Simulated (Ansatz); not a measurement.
**ZrCu: from the listed structure to its properties**

The task here is to estimate one member of a computed series from the others.

Program: Ansatz 0.2.0. Level of theory: DFT r2SCAN, scalar-relativistic, plane waves, PAW. These are calculated values, not measurements.

### The structure to begin with

Symmetry: Pm-3m, No. 221, cubic system. Conventional cell: a = 3.253 Å, b = 3.253 Å, c = 3.253 Å, α = 90.00°, β = 90.00°, γ = 90.00°. Zr (site symmetry m-3m) is surrounded by 8 Cu at 2.82 Å. Cu (site symmetry m-3m) has 8 Zr at 2.82 Å as nearest neighbours.

Coordinates:

```cif
data_structure
_symmetry_space_group_name_H-M 'Pm-3m'
_symmetry_Int_Tables_number 221
_cell_length_a 3.2527
_cell_length_b 3.2527
_cell_length_c 3.2527
_cell_angle_alpha 90.000
_cell_angle_beta 90.000
_cell_angle_gamma 90.000
_cell_volume 34.41
loop_
_atom_site_label
_atom_site_type_symbol
_atom_site_symmetry_multiplicity
_atom_site_Wyckoff_symbol
_atom_site_fract_x
_atom_site_fract_y
_atom_site_fract_z
_atom_site_occupancy
Zr1 Zr 1 b 0.50000 0.50000 0.50000 1
Cu1 Cu 1 a 0.00000 0.00000 0.00000 1
```

Source of the structure: the Materials Project (structure only).

Set-up of the first run:

(A quick probe on a coarse mesh, which set the mesh and smearing, is not shown.)

input.yaml reads:

```yaml
crystal:
  lattice:
    - [3.25266425, 0.0, 0.0]
    - [0.0, 3.25266425, 0.0]
    - [0.0, 0.0, 3.25266425]
  atoms:
    - { symbol: Zr, position: [0.5, 0.5, 0.5] }
    - { symbol: Cu, position: [0.0, 0.0, 0.0] }
basis:
  ecutwfc: 500
kpoints:
  mp_grid: { grid: [14, 14, 14] }
hamiltonian:
  xc: r2scan
scf:
  occupations: { method: gaussian, width: 0.1 }
output:
  forces: true
  stress: true
  eigenvalues: true
relax:
  adjacent_minimum: "off"
  f_tol: 0.005
  max_steps: 80
  cell: { stress_tol: 0.05 }
```

On the command line:

```sh
ansatz run input.yaml --threads 1 --pin off --max-ram 2560MiB --backend cpu --events-out ev --progress --plain --runs-dir out
```

Steps of the session up to this table: The relaxation; Bands, states and charges; The cell scaled to 0.97 of its volume; The cell scaled to 1.03 of its volume; The cell scaled to 0.94 of its volume; The cell scaled to 1.06 of its volume.

One of the session's tables, all rows but one given; the rest of the session is left out.

It belongs to the step «Equation of state». 

```
volume (Å³/atom)  energy above the lowest point (meV/atom)  pressure (GPa)
          16.194                                      26.9            8.89
          16.710                                       6.3            4.10
          17.227                                       0.0            0.00
          17.744                                         ?               ?
          18.261                                      22.5           -6.51
```

Estimate the missing values for volume (Å³/atom) = 17.744.

Worked estimate for «energy above the lowest point (meV/atom)». A straight line through the neighbours (17.227, 0.0) and (18.261, 22.5) gives 0.0 + (22.5 − 0.0) × (17.744 − 17.227) / (18.261 − 17.227) = 11.2; a parabola fitted to 3 rows on both sides gives 5.4.

The run gave: energy above the lowest point (meV/atom): 6.0; pressure (GPa): -3.51. In «energy above the lowest point (meV/atom)» the line misses by +5.2 and the parabola by -0.6.
